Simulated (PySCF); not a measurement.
# KZn with other numerical set-ups

The method stays; parts of the set-up, such as the basis or the Hamiltonian, are changed.

Method: method and basis as typed in the scripts; program: PySCF 2.14.0.

6 further runs of the same task are left out: 6 that didn't finish.

**1. Starting geometry**

KZn: 2 atoms, charge 0, spin multiplicity 2.

Bond lengths: K1–Zn2 3.135 Å.

**2. Base script**

input.py reads:

```python
from pyscf import gto, scf, mp

mol = gto.M(
    atom='K 0 0 0; Zn 0 0 3.135',
    basis='sbkjc',
    ecp={'K': 'sbkjc', 'Zn': 'sbkjc'},
    charge=0,
    spin=1,
    verbose=4,
)
mf = scf.UHF(mol)
mf.kernel()
mp.MP2(mf).kernel()
mf.dip_moment()
print('orbital energies (hartree):', [e[max(0, n-3):n+3].round(4) for e, n in zip(mf.mo_energy, mol.nelec)])
```

Started as:

```bash
OMP_NUM_THREADS=1 python input.py
```

The log of this run is left out.

In short: E(SCF) = -225.051903 Eh, E(MP2) − E(SCF) = -0.42616 Eh, ⟨S²⟩ = 0.761, μ = 5.09 D (of the SCF density).

The bond length is a typed value, not an optimised one.

**3. Core potential off**

Edit 1 changes core potential: on → off. The core potential changes with it: totals don't compare.

input.py reads:

```python
from pyscf import gto, scf, mp

mol = gto.M(
    atom='K 0 0 0; Zn 0 0 3.135',
    basis='sbkjc',
    charge=0,
    spin=1,
    verbose=4,
)
mf = scf.UHF(mol)
mf.kernel()
mp.MP2(mf).kernel()
mf.dip_moment()
print('orbital energies (hartree):', [e[max(0, n-3):n+3].round(4) for e, n in zip(mf.mo_energy, mol.nelec)])
```

Started as:

```bash
OMP_NUM_THREADS=1 python input.py
```

**4. Density fitting auto**

Edit 2 changes density fitting: none → auto.

input.py, as its differences from that of step 2:

```diff
@@ -11,2 +11,3 @@
 mf = scf.UHF(mol)
+mf = mf.density_fit()
 mf.kernel()
```

**5. Pcseg-1 (core potential off)**

Edit 3 changes basis set: sbkjc → pcseg-1; core potential: on → off. The core potential changes with it: totals don't compare.

input.py, as its differences from that of step 2:

```diff
@@ -4,4 +4,3 @@
     atom='K 0 0 0; Zn 0 0 3.135',
-    basis='sbkjc',
-    ecp={'K': 'sbkjc', 'Zn': 'sbkjc'},
+    basis='pcseg-1',
     charge=0,
```

Before running it: what results should come out? Wanted: for each run, E(SCF); from base; gap, α spin; SCF dipole; after the SCF.

As calculated:

```csv
run,E(SCF) (hartree),from base (eV),cycles,"gap, α spin (eV)",SCF dipole (D),functions,after the SCF
base,-225.051903,0,18,2.41,5.09,39,MP2 correlation -11.596 eV
core potential off (poor choice),-704.681540,not comparable,34,2.64,29.44,39,MP2 correlation -5.378 eV
density fitting auto,-225.051934,-0.0008,18,2.41,5.09,39,MP2 correlation -11.596 eV
pcseg-1 (core potential off),-2376.622860,not comparable,14,4.90,2.16,55,MP2 correlation -11.516 eV
```

In words: Rows marked «poor choice» come from settings spoiled on purpose.
